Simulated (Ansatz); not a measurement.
# TiPb2: the cost of one run

Method: DFT PBE, scalar-relativistic, plane waves, PAW, in Ansatz 0.2.0.

### 1 The system as given

The structure is hexagonal, space group P6/mmm (No. 191). Conventional cell: a = 4.875 Å, b = 4.875 Å, c = 3.429 Å, α = 90.00°, β = 90.00°, γ = 120.00°. Ti (site symmetry 6/mmm) has 12 Pb at 3.30 Å and 2 Ti at 3.43 Å as nearest neighbours. Pb (site symmetry -6m2) has 3 Pb at 2.81 Å as nearest neighbours.

As a file:

```
Ti Pb
1.0
     4.87475    0.00000    0.00000
    -2.43737    4.22166    0.00000
     0.00000    0.00000    3.42872
Ti Pb
1 2
Cartesian
  0.0000 0.0000 0.0000
  0.0000 2.8144 1.7144
  2.4374 1.4072 1.7144
```

(A quick probe on a coarse mesh, which set the mesh and smearing, is not shown.)

### 3 Coarse relaxation

File input.yaml:

```yaml
crystal:
  lattice:
    - [4.8747499343, 0.0, 0.0]
    - [-2.4373749672, 4.2216572803, 0.0]
    - [0.0, 0.0, 3.4287245895]
  atoms:
    - { symbol: Ti, position: [0.0, 0.0, 0.0] }
    - { symbol: Pb, position: [0.3333333333, 0.6666666667, 0.5] }
    - { symbol: Pb, position: [0.6666666667, 0.3333333333, 0.5] }
basis:
  ecutwfc: 420
kpoints:
  mp_grid: { grid: [6, 6, 6] }
hamiltonian:
  xc: pbe
scf:
  occupations: { method: gaussian, width: 0.1 }
  lower_state_search: "off"
output:
  forces: true
  stress: true
  eigenvalues: true
relax:
  adjacent_minimum: "off"
  f_tol: 0.04
  max_steps: 70
  cell: { stress_tol: 0.4 }
```

Run with:

```console
> ansatz run input.yaml --threads 1 --pin off --max-ram 2560MiB --backend cpu --events-out ev --progress --plain --runs-dir out
```

Q: Estimate wall time and peak memory on 1 thread of Arm Neoverse V2, shared host.

About 16 s, with a peak of 0.38 GiB.
